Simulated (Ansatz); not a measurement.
# Cl3FH4HfOSi: the cost of one run

Method: RKS PBE/def2-SVP, in Ansatz 0.2.0.

**1. The starting structure**

Bond lengths: Hf1–F2 2.330 Å, Hf1–Cl3 2.520 Å, Hf1–Cl4 2.518 Å, Hf1–Cl5 2.518 Å, Hf1–O6 2.370 Å, O6–Si7 1.680 Å, Si7–H8 1.460 Å, Si7–H9 1.460 Å, Si7–H10 1.460 Å, Hf1–H11 2.356 Å. Angles (14 of 22 angles, heavy atoms first): F2–Hf1–Cl3 109.5°, F2–Hf1–Cl4 109.5°, F2–Hf1–Cl5 109.5°, F2–Hf1–O6 71.6°, Cl3–Hf1–Cl4 109.5°, Cl3–Hf1–Cl5 109.5°, Cl3–Hf1–O6 178.9°, Cl4–Hf1–Cl5 109.5°, Cl4–Hf1–O6 70.0°, Cl5–Hf1–O6 70.0°, Hf1–O6–Si7 125.0°, F2–Hf1–H11 34.2°, Cl3–Hf1–H11 143.7°, Cl4–Hf1–H11 90.6°.

Coordinates:

```xyz
11

Hf    0.0000    0.0000    0.0000
F     0.0000    0.0000    2.3300
Cl    2.3764    0.0000   -0.8392
Cl   -1.1869    2.0563   -0.8392
Cl   -1.1869   -2.0563   -0.8392
O    -2.2491    0.0000    0.7473
Si   -3.4890   -0.9102    0.0716
H    -2.9881   -2.2382   -0.2706
H    -4.5811   -1.0354    1.0325
H    -3.9770   -0.2490   -1.1352
H    -1.3253    0.0000    1.9476
```

**2. A restrained relaxation towards end A**

Springs on the bonds that form and break draw the guess towards this end; the thresholds are loose.

input.yaml

```yaml
crystal:
  periodic: [false, false, false]
  atoms:
    - { symbol: Hf, position_ang: [0.0, 0.0, 0.0] }
    - { symbol: F, position_ang: [0.0, 0.0, 2.33] }
    - { symbol: Cl, position_ang: [2.3764, 0.0, -0.8392] }
    - { symbol: Cl, position_ang: [-1.1869, 2.0563, -0.8392] }
    - { symbol: Cl, position_ang: [-1.1869, -2.0563, -0.8392] }
    - { symbol: O, position_ang: [-2.2491, 0.0, 0.7473] }
    - { symbol: Si, position_ang: [-3.489, -0.9102, 0.0716] }
    - { symbol: H, position_ang: [-2.9881, -2.2382, -0.2706] }
    - { symbol: H, position_ang: [-4.5811, -1.0354, 1.0325] }
    - { symbol: H, position_ang: [-3.977, -0.249, -1.1352] }
    - { symbol: H, position_ang: [-1.3253, 0.0, 1.9476] }
basis:
  gaussian: { orbitals: def2-SVP }
hamiltonian:
  xc: pbe
relax:
  f_tol: 0.15
  max_steps: 25
  restrain:
    - { distance: [0, 5], at: 3.27, k: 30.0 }
    - { distance: [10, 1], at: 2.12, k: 30.0 }
    - { distance: [0, 1], at: 1.98, k: 30.0 }
    - { distance: [10, 5], at: 1.01, k: 30.0 }
output:
  orbitals: {}
```

The run is started by

```console
ansatz run input.yaml --threads 4 --pin off --max-ram 5120MiB --backend cpu --events-out ev --progress --plain --runs-dir out
```

Q: Estimate wall time and peak memory on 4 threads of Intel Xeon Platinum 8259CL at 2.50GHz (Skylake/Cascade Lake), shared host.

About 39 s, with a peak of 0.27 GiB.
